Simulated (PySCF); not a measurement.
# AuNO (Au ... NO): the cost of one run

Computed with PySCF 2.14.0 and routines of our own; the level stands in each step. Atoms count from 0.

### 1 The system as given

3 atoms, charge 0, high-spin multiplicity 3; geometry from: GFN2-xTB fragments, placed rigidly.

The system (radical pair): Au···NO. The radical centres are 3.79 Å apart; the spin sites are atom 0 (1 unpaired) and atoms 1, 2 (1 unpaired).

### 2 Magnetic exchange: CASSCF and SC-NEVPT2/def2-TZVP (2,2)

Job settings and geometry (Å):

```
{"job": {"kind": "cas", "basis": "def2-TZVP", "active": "magnetic", "zfs": true}, "charge": 0, "high_spin_multiplicity": 3, "spin_sites": [[[0], 1], [[1, 2], 1]]}
Au    -0.933300     0.000000    -2.731200
N      0.466700     0.000000     0.787800
O      0.466700    -0.000000     1.943300
```

Level: CASSCF and SC-NEVPT2/def2-TZVP spin states, gas phase.

Launch:

```
$ OMP_NUM_THREADS=1 python exch_run.py task.json out
```

The driver reads the jobs from task.json and runs them one after another.

**Question.** How long does this first job take on 1 thread of Intel Xeon 6975P-C, shared host, and how much memory does it need?

About 2 s, with a peak of 0.25 GiB.
